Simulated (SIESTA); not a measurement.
CdHgSe2:

```
CELL_PARAMETERS angstrom
4.36423 0.00000 0.00000
0.00000 4.36423 0.00000
0.00000 0.00000 6.15924
ATOMIC_POSITIONS crystal
Hg 0.00000 0.00000 0.00000
Cd 0.50000 0.50000 0.50000
Se 0.50000 0.00000 0.74699
Se 0.00000 0.50000 0.25301
```

The cell comes from a database or a generator and needn't be the stable form of this composition.

- Program: SIESTA 5.4.2
- Task: single point
- Functional: PBEsol
- Potentials or basis: PseudoDojo 0.4 standard (PBEsol files)
- Basis: DZP (energy shift 0.003 Ry; two zetas on semicore shells)
- Grid cutoff: 800 Ry
- Energy shift: 0.003 Ry
- k mesh: 6 × 6 × 5
- Occupations: fermi-dirac, width 0.05 eV
- Spin: no spin polarisation

On this cell: pressure -0.9 GPa; largest force 0.075 eV/Å; band gap on the k mesh none (metal or under the smearing width).

The same run follows on a disturbed copy (atoms moved at random, drawn with an rms of 0.05 Å):

```xyz
4
Lattice="4.3642 0.0000 0.0000 0.0000 4.3642 0.0000 0.0000 0.0000 6.1592" Properties=species:S:1:pos:R:3 pbc="T T T"
Hg   -0.0326   -0.0398    0.0174
Cd    2.2103    2.1793    3.0217
Se    2.1835    0.0161    4.6028
Se   -0.0123    2.1556    1.5178
```

Question: What does the disturbed cell give?

Answer: The energy (extrapolated to zero smearing) moves by +6.7 meV/atom; pressure -0.8 GPa; largest force 0.389 eV/Å; band gap on the k mesh none (metal or under the smearing width).

Forces on the atoms (eV/Å):
```
Hg   0.131  0.044 -0.300
Cd  -0.206  0.091  0.317
Se  -0.174 -0.110 -0.254
Se   0.249 -0.025  0.236
```

Stress tensor (GPa, compression positive):
```
-0.84 -0.02 -0.07
-0.02 -0.78 -0.26
-0.07 -0.26 -0.82
```

Caveats: short orbitals over semicore shells can move pressures by several GPa; the valence orbitals were made in a potential fitted to the semicore shell under them, which widens gaps by tenths of an eV or more; the basis of atomic orbitals isn't converged, which shifts pressures, moduli and gaps.
